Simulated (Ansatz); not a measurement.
CaPbF6 and its elements, a formation energy from the elements

With the Python package of Ansatz (0.2.0).

`capbf6_capbf6.vasp`
```text
CaPbF6
1.0
   0.00000000    4.23800000    4.23800000
   4.23800000    0.00000000    4.23800000
   4.23800000    4.23800000    0.00000000
Ca Pb F
1 1 6
Direct
   0.50000000    0.50000000    0.50000000
   0.00000000    0.00000000    0.00000000
   0.75000000    0.25000000    0.25000000
   0.25000000    0.75000000    0.25000000
   0.25000000    0.75000000    0.75000000
   0.75000000    0.25000000    0.75000000
   0.25000000    0.25000000    0.75000000
   0.75000000    0.75000000    0.25000000
```

`capbf6_ca.extxyz`
```text
1
Lattice="0.0 2.7942 2.7942 2.7942 0.0 2.7942 2.7942 2.7942 0.0" Properties=species:S:1:pos:R:3 pbc="T T T"
Ca    0.00000000    0.00000000    0.00000000
```

Contents of `capbf6_pb.extxyz`:
```text
1
Lattice="0.0 2.47502 2.47502 2.47502 0.0 2.47502 2.47502 2.47502 0.0" Properties=species:S:1:pos:R:3 pbc="T T T"
Pb    0.00000000    0.00000000    0.00000000
```

Contents of `capbf6_f2.vasp`:
```text
F
1.0
   9.00000000    0.00000000    0.00000000
   0.00000000    9.50000000    0.00000000
   0.00000000    0.00000000   10.00000000
F
2
Direct
   0.50000000    0.50000000    0.42900000
   0.50000000    0.50000000    0.57100000
```

The cells in order, each with its output:

```python
from collections import Counter

import ansatz as az
from ase.io import read
import numpy as np

GASES = {"F2"}
```

```python
def ground_state(name, crystal):
    calc = (
        crystal.calculation()
        .functional("LDA")
        .basis(500)
        .kpoints(spacing=0.3)
        .occupations("fermi_dirac", width=0.05)
        .stress()
    )
    if name in GASES:
        return calc.kpoints(1, 1, 1).relax(force_tolerance=0.02, max_steps=60).run(threads=1, backend="cpu")
    calc = calc.relax(force_tolerance=0.02, max_steps=60, cell=True)
    return calc.run(threads=1, backend="cpu")
```

```python
def counts(outcome):
    return Counter(site.symbol for site in outcome.lattice.sites)

def formation_energy(outcome, mu):
    n = counts(outcome)
    return (outcome.report["energy_sigma0_ev"] - sum(k * mu[element] for element, k in n.items())) / sum(n.values())


def volume_per_atom(outcome):
    return abs(np.linalg.det(outcome.lattice.cell_ang)) / len(outcome.lattice.sites)
```

```python
phases = {}
atoms = read("capbf6_capbf6.vasp", format="vasp")
capbf6 = az.Crystal.from_ase(atoms)
phases["CaPbF6"] = capbf6
ca = az.Crystal.from_extxyz("capbf6_ca.extxyz")
phases["Ca"] = ca
pb = az.Crystal.from_extxyz("capbf6_pb.extxyz")
phases["Pb"] = pb
atoms = read("capbf6_f2.vasp", format="vasp")
f2 = az.Crystal.from_ase(atoms)
phases["F2"] = f2
```

```python
done = {name: ground_state(name, crystal) for name, crystal in phases.items()}
```

    DeckWarning: output.stress: scf.convergence.dr2_threshold = 1e-7 eV (the SCF's general default) is looser than the 2e-10 eV advised for a printed stress (1e-10 eV for each atom of the cell: 2). What an SCF threshold leaves in a stress goes as its square root, [...]

```python
# energy of one atom in its reference phase
references = {"Ca": "Ca", "Pb": "Pb", "F": "F2"}
mu = {element: done[name].report["energy_sigma0_ev"] / len(done[name].lattice.sites) for element, name in references.items()}
```

```python
target = done["CaPbF6"]
heat = formation_energy(target, mu)
rows = [(name, len(o.lattice.sites), volume_per_atom(o), formation_energy(o, mu)) for name, o in done.items()]
print("     phase       atoms  V (A^3/atom)  E_form (eV/atom)")
for row in rows:
    print(f"{str(row[0]):>10}  {row[1]:10d}  {row[2]:12.3f}  {row[3]:16.4f}")
# gas references are bare DFT energies, without zero-point or fitted corrections
```

         phase       atoms  V (A^3/atom)  E_form (eV/atom)
        CaPbF6           8        19.128           -2.8426
            Ca           1        38.161            0.0000
            Pb           1        29.199            0.0000
            F2           2       427.500            0.0000

For the metals among these phases the mesh is modest: differences between phases can be off by up to 40 meV an atom. Of the deposited cell: the entry's cell lengths or inner coordinates differ somewhat from later room-temperature determinations. Spin-orbit coupling, which matters for elements this heavy, is left out. The cells come from databases of deposited and of computed structures, and not all need be stable phases. Warnings are shown shortened and without file and line. The compound is the structure given, not necessarily its lowest; energies are at zero temperature, with no correction for gases. A semilocal functional's error on such energies is often 0.05 to 0.1 eV an atom, and 0.1 to 0.3 eV against gases such as O2 or F2. Wall time of the script: 24 s on 1 thread of Arm Neoverse V2, on a shared host, peak memory 0.63 GiB.

(Lines on the test bed's own set-up are left out of the output.)
